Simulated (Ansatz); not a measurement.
## C₂H₇NOSi, SMILES NC[SiH2]C=O: a single point in a Gaussian basis

Run with Ansatz's Python interface.

`c2h7nosi.py`:
```python
'''Single point of C2H7NOSi.'''

import ansatz as az
import numpy as np

system = (
    az.Crystal.molecule()
    .atom('N', (-0.9665, -0.9999, -1.2859))
    .atom('C', (-0.7278, -0.9793, 0.1619))
    .atom('Si', (-0.0174, 0.6359, 0.7983))
    .atom('C', (1.691, 0.9653, 0.1082))
    .atom('O', (1.9126, 0.718, -1.0692))
    .atom('H', (-0.091, -0.814, -1.7869))
    .atom('H', (-1.6091, -0.2558, -1.5589))
    .atom('H', (-1.6764, -1.18, 0.6705))
    .atom('H', (-0.0495, -1.8005, 0.4157))
    .atom('H', (-0.951, 1.7485, 0.4591))
    .atom('H', (0.0438, 0.5862, 2.2864))
    .atom('H', (2.4415, 1.3755, 0.8006))
)

calculation = system.calculation()
calculation = calculation.basis(gaussian='6-31G*')
calculation = calculation.functional('PBE0')
calculation = calculation.forces()
out = calculation.run(threads=1, pin='off')
r = out.report

for key in ('converged', 'free_energy_ev', 'reference_energy_ev', 'n_frozen', 'n_occupied', 'n_virtual'):
    print(f'{key:22s} {r[key]}')

state = r['mean_field']['state']
print(f'mean field: {state["energy"]["hartree"]:.7f} Ha, <S^2> = {abs(state["spin_squared"]):.4f}, stability: {state.get("stability", {}).get("kind")}')

symbols = [site.symbol for site in system.cartesian_sites]
print('forces (eV/A)')
for symbol, f in zip(symbols, r['forces_ev_ang']):
    print(f'  {symbol:2s} {f[0]:9.4f} {f[1]:9.4f} {f[2]:9.4f}')

charges = r['charge_distribution']
print('dipole moment', round(4.803205 * float(np.linalg.norm(charges['dipole_moment_e_ang'])), 3), 'D')
print('Mulliken:', [(s, round(q, 3)) for s, q in zip(symbols, charges['mulliken_charges_e'])])
```

Output of `python c2h7nosi.py`:
```text
converged              True
free_energy_ev         -13591.110928694146
reference_energy_ev    -13591.110928694146
n_frozen               0
n_occupied             [24, 24]
n_virtual              [69, 69]
mean field: -499.4641142 Ha, <S^2> = 0.0000, stability: minimum
forces (eV/A)
  N     0.2349   -0.0319   -0.3911
  C    -0.0042    0.0304   -0.5414
  Si   -1.1344   -0.0746    0.9538
  C    -0.2787   -0.1576   -0.8931
  O     0.4072    0.1984    0.5304
  H    -0.2968   -0.0324    0.2182
  H     0.1077   -0.1012    0.1255
  H     0.0030   -0.0776    0.1045
  H    -0.0700   -0.1310    0.0174
  H     0.1222    0.0933   -0.1606
  H     0.1690    0.1217    0.1699
  H     0.7401    0.1624   -0.1333
dipole moment 1.98 D
Mulliken: [('N', -0.754), ('C', -0.401), ('Si', 0.395), ('C', 0.044), ('O', -0.368), ('H', 0.339), ('H', 0.326), ('H', 0.201), ('H', 0.199), ('H', -0.056), ('H', -0.079), ('H', 0.153)]
```

Notes:
- The settings weren't tested for convergence.
- The geometry is a force-field or estimated start, not a minimum of this method, and the basis set is short of its limit.
- Timing: 6 s on 1 thread of Arm Neoverse V1 (shared host), peak memory 0.25 GiB.

(A comment or docstring line of the script was reworded after the run, the code is as it ran; lines on the test bed's own set-up are left out of the output.)
